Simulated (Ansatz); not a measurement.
# C2H6BClS: up Jacob's ladder to CCSD(T)

One table from this session's results is given with a row withheld; the runs are named, their logs left out.

The runs use Ansatz 0.2.0, Gaussian basis; functionals in def2-TZVPP, the program's frozen cores in correlated methods.

Levels to be run: PBE-D4, r2SCAN-D4, PBE0-D4, B3LYP-D4, ωB97X-V, ωB97M-V, B2PLYP; CCSD(T)/def2-TZVPP; MP2/def2-QZVPP; extrapolation to the limit.

## The geometry

An earlier PBE0-D4 in a triple-zeta def2 set relaxation fixed the geometry.

SMILES `CB(S)CCl`, 11 atoms, charge 0, spin multiplicity 1.

Atoms are counted from 1 here; the program's logs count them from 0.

Bond lengths: C1–B2 1.568 Å, C1–H6 1.091 Å, C1–H7 1.094 Å, C1–H8 1.097 Å, B2–S3 1.777 Å, B2–C4 1.577 Å, S3–H9 1.348 Å, C4–Cl5 1.783 Å, C4–H10 1.093 Å, C4–H11 1.094 Å. Angles: B2–C1–H6 114.0°, B2–C1–H7 112.0°, B2–C1–H8 108.6°, H6–C1–H7 108.6°, H6–C1–H8 107.2°, H7–C1–H8 106.0°, C1–B2–S3 119.0°, C1–B2–C4 117.4°, S3–B2–C4 123.5°, B2–S3–H9 97.1°, B2–C4–Cl5 117.9°, B2–C4–H10 109.8°, B2–C4–H11 108.8°, Cl5–C4–H10 106.7°, Cl5–C4–H11 106.6°, H10–C4–H11 106.4°.

Set-up of the first run:

The input, in.yaml:

```yaml
crystal:
  periodic: [false, false, false]
  atoms:
    - {symbol: C, position_ang: [-1.028080, -0.188864, 1.174843]}
    - {symbol: B, position_ang: [0.037417, 0.346766, 0.156688]}
    - {symbol: S, position_ang: [0.577717, 2.034843, 0.281814]}
    - {symbol: C, position_ang: [0.562476, -0.657220, -0.940098]}
    - {symbol: Cl, position_ang: [1.675437, -0.027076, -2.182853]}
    - {symbol: H, position_ang: [-1.157226, 0.441603, 2.055924]}
    - {symbol: H, position_ang: [-0.802809, -1.207346, 1.505407]}
    - {symbol: H, position_ang: [-2.000097, -0.242427, 0.668736]}
    - {symbol: H, position_ang: [1.402363, 2.024738, -0.784278]}
    - {symbol: H, position_ang: [-0.283941, -1.100098, -1.471364]}
    - {symbol: H, position_ang: [1.082243, -1.481917, -0.444221]}
basis:
  gaussian: {orbitals: def2-TZVPP}
hamiltonian: {xc: pbe, dispersion: d4}
output: {forces: true, orbitals: {seedname: orbitals}}
```

Run with:

```console
$ ansatz run in.yaml --threads 4 --pin off --events-out ev --progress --plain --max-ram 10444MiB
```

Steps of the session up to this table: PBE-D4 (GGA); r2SCAN-D4 (meta-GGA); PBE0-D4 (hybrid); B3LYP-D4 (hybrid); ωB97X-V (range-separated); ωB97M-V (range-separated); B2PLYP (double hybrid); CCSD(T) in def2-TZVPP; MP2 in def2-QZVPP.

One table of the session follows, with a row left open; its other results are not shown here.

```
            method  atomisation energy (kcal/mol)
            PBE-D4                              ?
         r2SCAN-D4                          974.5
           PBE0-D4                          976.0
          B3LYP-D4                          965.8
           ωB97X-V                          969.2
           ωB97M-V                          972.3
            B2PLYP                          955.0
     HF/def2-TZVPP                          725.7
    MP2/def2-TZVPP                          956.5
   CCSD/def2-TZVPP                          926.7
CCSD(T)/def2-TZVPP                          941.0
           MP2/CBS                          979.4
       CCSD(T)/CBS                          963.8
```

Q: Estimate the row for PBE-D4 from the others.

**Answer.** atomisation energy (kcal/mol): 988.4. In the column «atomisation energy (kcal/mol)» it is the highest.
